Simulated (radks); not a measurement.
**The Coulomb parameter U of the 4f shell of Pr²⁺**

Aim: U as the second difference [E(n + 1) + E(n − 1) − 2E(n)]/1², with all orbitals relaxed. Bare: the atom's charge changes with n. Screened: the 6p shell takes up the change. The start is a model configuration, not necessarily the ground state.

The numbers are computed with radks (a radial shooting solver on a logarithmic mesh, Libxc functionals) version 1 (scalar-relativistic Kohn-Sham, r2SCAN, spin-unpolarised, spherical densities, finite nucleus), except any that are marked as measured or tabulated.

## 1. The system

- element: praseodymium (Z = 59)
- charge: +2
- electrons: 57
- configuration: [Xe] 4f2 6p1
- nuclear rms radius: 4.8919 fm

The outer shells:

Pr²⁺
```
[Xe] core
4f [↑ ][↑ ][  ][  ][  ][  ][  ]
6p [↑ ][  ][  ]
```

## 2. Start: [Xe] 4f2 6p1

Input:

```text
Z 59
configuration [Xe] 4f2 6p1
relativity scalar-relativistic
functional r2scan,r2scan
spin unpolarised
nucleus finite rms 4.8919 fm
c 137.035999084
```

## 3. Bare +1: [Xe] 4f3 6p1

Changes since step 2:

```diff
@@ -1,3 +1,3 @@
 Z 59
-configuration [Xe] 4f2 6p1
+configuration [Xe] 4f3 6p1
 relativity scalar-relativistic
```

## 4. Bare -1: [Xe] 4f1 6p1

Changes since step 3:

```diff
@@ -1,3 +1,3 @@
 Z 59
-configuration [Xe] 4f3 6p1
+configuration [Xe] 4f1 6p1
 relativity scalar-relativistic
```

## 5. Screened +1: [Xe] 4f3

Changes since step 4:

```diff
@@ -1,3 +1,3 @@
 Z 59
-configuration [Xe] 4f1 6p1
+configuration [Xe] 4f3
 relativity scalar-relativistic
```

## 6. Screened -1: [Xe] 4f1 6p2

Changes since step 5:

```diff
@@ -1,3 +1,3 @@
 Z 59
-configuration [Xe] 4f3
+configuration [Xe] 4f1 6p2
 relativity scalar-relativistic
```

Before running it: what results should come out?

As calculated:

```tsv
quantity	value (eV)
U, bare	16.309
U, screened by 6p	7.738
F0(4f,4f), frozen orbitals	24.831
```

Relaxing the orbitals brings U down to 66 % of the Slater integral F0. Letting 6p compensate leaves 47 % of the bare value; this second difference measures U(4f,4f) + U(6p,6p) − 2U(4f,6p). A solid screens further than the bare atom, so the bare value is an upper guide for the U of a crystal.
